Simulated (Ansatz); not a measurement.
# CH4Si (SMILES C=[SiH2]): B3LYP/STO-3G

What is the electronic atomisation energy of CH4Si at B3LYP/STO-3G? 

Program for the calculation: Ansatz 0.2.0.

43 further runs of the same task are left out: 43 set aside as unsound or not needed.

### 1 The structure to begin with

CH4Si has 6 atoms, charge 0, and is taken as a singlet. As SMILES, `C=[SiH2]`. The shape is that of a GFN2-xTB optimisation.

Bond lengths: C1–Si2 1.748 Å, C1–H3 1.077 Å, C1–H4 1.077 Å, Si2–H5 1.458 Å, Si2–H6 1.458 Å. Angles: C1–Si2–H5 124.5°, C1–Si2–H6 124.6°, Si2–C1–H3 122.4°, Si2–C1–H4 122.5°, H5–Si2–H6 110.9°, H3–C1–H4 115.0°.

### 2 The energy at B3LYP/STO-3G

Input file in.yaml:

```yaml
crystal:
  periodic: [false, false, false]
  atoms:
    - symbol: C
      position_ang: [-0.738690, -0.547160, -0.265100]
    - symbol: Si
      position_ang: [0.611270, 0.451760, 0.218260]
    - symbol: H
      position_ang: [-1.408510, -0.996610, 0.448130]
    - symbol: H
      position_ang: [-0.962920, -0.758160, -1.296740]
    - symbol: H
      position_ang: [0.952980, 0.765970, 1.600750]
    - symbol: H
      position_ang: [1.545870, 1.084200, -0.705300]
basis:
  gaussian: {orbitals: STO-3G}
hamiltonian: {xc: {name: B3LYP}}
accuracy: high
```

Launch:

```console
$ ansatz run in.yaml --threads 1 --pin off --max-ram 2610MiB --events-out events.jsonl --progress --plain --runs-dir runs
```

Standard output:

```text
Warning: RAYON_NUM_THREADS=1 ignored (pool sized by the plan → 1); use --threads N
Functional definition: B3LYP
  name "B3LYP"
  parameter a0 = 0.2
  parameter ax = 0.72
  parameter ac = 0.81
  exchange = (1 - a0 - ax)*slater_x + ax*b88_x + a0*exact_x
  correlation = (1 - ac)*vwn_rpa_c + ac*lyp_c
310 factors; integrals over basis functions are off by at most 1.1e-8 eV
mean field evaluation 1: about -8870.3724 eV, gradient 2.7e1 eV
mean field evaluation 2: about -8861.0135 eV, gradient 5.4e1 eV
mean field evaluation 4: about -8873.2531 eV, gradient 4.1e-1 eV
mean field evaluation 8: about -8873.1966 eV, gradient 7.5e-3 eV
mean field evaluation 16: about -8873.1966 eV, gradient 4.9e-9 eV
mean field -8873.19658399 eV, -326.0839599931 hartree, gradient 4.5e-9 eV, S^2 0.000000; 0 other end points of the search recorded, 0 dependent functions left out
reference -8873.19661168 eV, -326.0839610106 hartree; 12, 12 occupied and 6, 6 virtual orbitals, 310 factors
Total energy: -8873.19661168 eV, -326.0839610106 hartree
```

Run time: 1.1 s. Hardware: 1 thread of Arm Neoverse V1, shared host; peak memory 0.093 GiB.

### 3 The C atom at the same level

Input file molecule.yaml:

```yaml
crystal:
  periodic: [false, false, false]
  atoms:
    - symbol: C
      position_ang: [0.000000, 0.000000, 0.000000]
basis:
  gaussian:
    orbitals: STO-3G
magnetization:
  spin_polarized: true
  initial_magnetization: 2
hamiltonian:
  xc: {name: B3LYP}
accuracy: high
```

Launch:

```console
$ ansatz run molecule.yaml --threads 1 --pin off --max-ram 2610MiB --events-out events.jsonl --progress --plain --runs-dir runs
```

Standard output:

```text
Warning: RAYON_NUM_THREADS=1 ignored (pool sized by the plan → 1); use --threads N
Functional definition: B3LYP
  name "B3LYP"
  parameter a0 = 0.2
  parameter ax = 0.72
  parameter ac = 0.81
  exchange = (1 - a0 - ax)*slater_x + ax*b88_x + a0*exact_x
  correlation = (1 - ac)*vwn_rpa_c + ac*lyp_c
15 factors; integrals over basis functions are off by at most 9.8e-10 eV
mean field evaluation 1: about -1016.4104 eV, gradient 5.2e-13 eV
mean field evaluation 2: about -1016.4105 eV, gradient 5.2e-12 eV
mean field -1016.41048130 eV, -37.3523962402 hartree, gradient 0.0e0 eV, S^2 2.000000; 0 other end points of the search recorded, 0 dependent functions left out
reference -1016.41049440 eV, -37.3523967214 hartree; 4, 2 occupied and 1, 3 virtual orbitals, 15 factors
Total energy: -1016.41049440 eV, -37.3523967214 hartree
```

It took 0.16 s on 1 thread of Arm Neoverse V1, shared host.

### 4 The H atom, same level

Input file job.yaml:

```yaml
crystal:
  periodic: [false, false, false]
  atoms:
    - {symbol: H, position_ang: [0.000000, 0.000000, 0.000000]}
basis:
  gaussian: {orbitals: STO-3G}
magnetization: {spin_polarized: true, initial_magnetization: 1}
hamiltonian: {xc: {name: B3LYP}}
accuracy: high
```

Run the same way, it converges to -0.46753 Eh (log not shown).

### 5 The Si atom

Input file run.yaml:

```yaml
crystal:
  periodic: [false, false, false]
  atoms:
    - symbol: Si
      position_ang: [0.000000, 0.000000, 0.000000]
basis:
  gaussian: {orbitals: STO-3G}
magnetization: {spin_polarized: true, initial_magnetization: 2}
hamiltonian: {xc: {name: B3LYP}}
accuracy: high
```

Launch:

```console
$ ansatz run run.yaml --threads 1 --pin off --max-ram 2610MiB --events-out events.jsonl --progress --plain --runs-dir runs
```

Standard output:

```text
Warning: RAYON_NUM_THREADS=1 ignored (pool sized by the plan → 1); use --threads N
Functional definition: B3LYP
  name "B3LYP"
  parameter a0 = 0.2
  parameter ax = 0.72
  parameter ac = 0.81
  exchange = (1 - a0 - ax)*slater_x + ax*b88_x + a0*exact_x
  correlation = (1 - ac)*vwn_rpa_c + ac*lyp_c
42 factors; integrals over basis functions are off by at most 2.5e-9 eV
mean field evaluation 1: about -7780.8809 eV, gradient 2.5e-1 eV
mean field evaluation 2: about -7780.8810 eV, gradient 1.3e-2 eV
mean field evaluation 4: about -7780.8806 eV, gradient 8.4e-4 eV
mean field evaluation 8: about -7780.8806 eV, gradient 5.0e-9 eV
mean field -7780.88062209 eV, -285.9420887916 hartree, gradient 5.0e-9 eV, S^2 2.000001; 0 other end points of the search recorded, 0 dependent functions left out
reference -7780.88064237 eV, -285.9420895369 hartree; 8, 6 occupied and 1, 3 virtual orbitals, 42 factors
Total energy: -7780.88064237 eV, -285.9420895369 hartree
```

Run time: 0.4 s. Hardware: 1 thread of Arm Neoverse V1, shared host.

### 6 Outcome

At B3LYP/STO-3G:

| quantity | value |
| --- | --- |
| molecule: total energy | -326.08396 Eh |
| C atom: total energy | -37.35240 Eh |
| C atom: ⟨S²⟩ | 2.000 |
| H atom: total energy | -0.46753 Eh |
| H atom: ⟨S²⟩ | 0.750 |
| Si atom: total energy | -285.94209 Eh |
| Si atom: ⟨S²⟩ | 2.000 |
| electronic atomisation energy | 25.017 eV |

What this shows: Taking the molecule apart into free atoms costs 25.02 eV (577 kcal/mol), before zero-point energy and without spin-orbit coupling. In a minimal basis such a difference can be off by several eV, whatever the method.
